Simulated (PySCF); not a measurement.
# C2H8BNO2: the cost of one run

The runs use PySCF 2.14.0, with density-fitted response routines of our own; the level of theory stands in each step. All values are computed, except where a source is named. Atoms are numbered from 0 throughout.

## (1) The starting structure

14 atoms, charge 0, multiplicity 1; geometry from: GFN2-xTB. The atoms were then displaced at random by about 0.01 Å, so the start is not that level's minimum.

Bonds of the start (Å): C0–C1 1.53, C1–N2 1.47, C1–B3 1.64, B3–O4 1.32, B3–O5 1.35, C0–H6 1.11, C0–H7 1.07, C0–H8 1.09, C1–H9 1.09, N2–H10 1.03, N2–H11 1.04, O4–H12 0.93, O5–H13 0.95.

## (2) Optimising the geometry at PBE0-D3(BJ)/def2-SVP

The job: settings as JSON, then the geometry in Å.

```
{"job": {"xc": "PBE0", "basis": "def2-SVP", "d3": "d3bj", "grid": 1, "shake": 0.01, "kind": "geom"}, "charge": 0, "multiplicity": 1}
C     -1.440910    -0.442210    -0.445370
C     -0.230180     0.477220    -0.300010
N     -0.579360     1.545630     0.650710
B      1.128850    -0.370530     0.072110
O      1.726940    -0.113070     1.224410
O      1.606120    -1.343520    -0.725580
H     -2.319340     0.194370    -0.678220
H     -1.304550    -1.138490    -1.251190
H     -1.653640    -0.945430     0.498220
H     -0.071820     0.987280    -1.251500
H     -0.718710     1.125760     1.581260
H      0.245880     2.166320     0.766750
H      2.475860    -0.638190     1.382420
H      1.127700    -1.520210    -1.531770
```

Started as:

```sh
$ OMP_NUM_THREADS=1 python probes_run.py task.json out
```

This one command runs all jobs of the session in turn.

**Question.** How long does this first job take on 1 thread of Intel Xeon 6975P-C, shared host, and how much memory does it need?

About 35 s, with a peak of 0.5 GiB.
